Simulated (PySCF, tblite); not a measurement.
# C4H14B2N2: geometry, infrared bands, NMR shifts and electronic excitations

Aim: predict the infrared bands, NMR shifts and electronic excitations of C4H14B2N2 (`[BH2-]1[NH2+][BH2-][NH+]1C1CCC1`).

Programs: tblite 0.8.0 and PySCF 2.14.0, with density-fitted response routines of our own. Each step states its level of theory. These are calculated values for one molecule in the gas phase, unless marked as measured. Atoms are numbered from 0 throughout.

### Step 1. Starting geometry

22 atoms, charge 0, multiplicity 1; geometry from: force field or distance geometry start.

Bonds of the start (Å): B0–N1 1.55, N1–B2 1.54, B2–N3 1.53, N3–C4 1.47, C4–C5 1.53, C5–C6 1.52, C6–C7 1.52, N3–B0 1.54, C7–C4 1.53, B0–H8 1.20, B0–H9 1.19, N1–H10 1.05, N1–H11 1.04, B2–H12 1.19, B2–H13 1.20, N3–H14 1.06, C4–H15 1.11, C5–H16 1.11, C5–H17 1.11, C6–H18 1.12, C6–H19 1.11, C7–H20 1.11, C7–H21 1.11.

### Step 2. Geometry optimisation with GFN2-xTB

What the job is given:

```
{"job": {"kind": "relax", "xc": "GFN2-xTB", "basis": "xTB"}, "charge": 0, "multiplicity": 1}
B     -1.601400    -1.054300     0.180300
N     -2.703800    -0.153500    -0.442500
B     -1.660700     0.957400    -0.206200
N     -0.570700     0.075700     0.397300
C      0.632300    -0.062000    -0.433000
C      1.602100     1.103300    -0.256900
C      2.635100     0.154100     0.336400
C      1.676400    -1.007700     0.161100
H     -1.963100    -1.531700     1.219300
H     -1.245400    -1.890500    -0.586600
H     -3.546700    -0.066800     0.174200
H     -2.874300    -0.362700    -1.442400
H     -1.346300     1.470400    -1.233000
H     -2.062100     1.768900     0.575100
H     -0.395700     0.278700     1.420000
H      0.420200    -0.274300    -1.503600
H      1.941300     1.537600    -1.220600
H      1.262000     1.862000     0.477900
H      2.844000     0.368300     1.416800
H      3.549800     0.057100    -0.285200
H      1.359300    -1.458700     1.129600
H      2.037300    -1.751700    -0.583700
```

The run is started by

```console
$ OMP_NUM_THREADS=1 python probes_run.py task.json out
```

This one command runs all jobs of the session in turn.

**Question.** This job is followed by: GFN2-xTB harmonic vibrations, gas phase; PBE0-D3(BJ)/def2-SVP geometry optimisation, gas phase; GIAO PBE0/pcSseg-1 NMR shielding, non-relativistic, gas phase; TDDFT CAM-B3LYP/def2-SVPD, vertical, gas phase, core orbitals frozen in the response. What will the session give for the following? strongest single infrared mode (GFN2-xTB); zero-point energy (GFN2-xTB); point group; rotational constants (main isotopes); ¹³C shifts against TMS (PBE0/pcSseg-1, means over atoms taken as alike); ¹H shifts against TMS (PBE0/pcSseg-1, means over atoms taken as alike); ¹¹B shifts against BF3·OEt2 (PBE0/pcSseg-1, means over atoms taken as alike); ¹⁵N shifts against NH3 (PBE0/pcSseg-1); lowest singlet (CAM-B3LYP/def2-SVPD); brightest single state of those computed; lowest triplet; vertical ionisation energy (ΔSCF).

As calculated:

```
                                                                    quantity                                                           value
                                   strongest single infrared mode (GFN2-xTB)                                           1084 cm⁻¹, 426 km/mol
                                                zero-point energy (GFN2-xTB)                                                  120.3 kcal/mol
                                                                 point group                                                              Cs
                                        rotational constants (main isotopes)                                            5.09, 1.17, 1.03 GHz
     ¹³C shifts against TMS (PBE0/pcSseg-1, means over atoms taken as alike)                                            59.2, 32.2, 15.6 ppm
      ¹H shifts against TMS (PBE0/pcSseg-1, means over atoms taken as alike)  3.38, 3.10, 3.10, 2.25, 1.51, 1.47, 1.43, 1.36, 1.34, 1.31 ppm
¹¹B shifts against BF3·OEt2 (PBE0/pcSseg-1, means over atoms taken as alike)                                                       -11.2 ppm
                                      ¹⁵N shifts against NH3 (PBE0/pcSseg-1)                                                  59.7, 19.4 ppm
                                        lowest singlet (CAM-B3LYP/def2-SVPD)                                     7.24 eV (171 nm), f = 0.000
                                    brightest single state of those computed                                     state 3, 7.55 eV, f = 0.049
                                                              lowest triplet                                                         7.02 eV
                                           vertical ionisation energy (ΔSCF)                                                         9.78 eV
```

Relaxing lowered the energy by 0.600 eV in 35 steps; the close pair that moved most is B2–N3, from 1.526 to 1.592 Å (GFN2-xTB). The lowest mode is imaginary (25i cm⁻¹), so the xTB geometry is not a minimum. The strongest single mode, at 1084 cm⁻¹, has its largest shares on H8, H13, H9 and H12 (the list is cut at 4 atoms). GFN2-xTB is a fitted tight-binding method: band positions and strengths are rough. Its intensities can rank the bands wrongly. Over 13 steps the energy fell by 0.267 eV; of the close pairs, B0–H9 changed most, 1.160 to 1.219 Å (PBE0/def2-SVP). The most deshielded carbon is C4 (sp3 CH bonded to N), at 59.2 ppm: pulled downfield by the heteroatom. At PBE0/pcSseg-1: The largest span, 57 ppm, is at N3, where the paramagnetic term is -115 ppm. The first singlet state (HOMO→LUMO 0.91) lies at 7.24 eV and is dark; of the 10 states computed, the strongest absorption comes from state 3 at 7.55 eV. The lowest triplet lies 0.22 eV below the lowest singlet (triplets in Tamm-Dancoff, singlets in full TDDFT). The orbital energy would give 9.13 eV for ionisation, ΔSCF gives 9.78 eV.
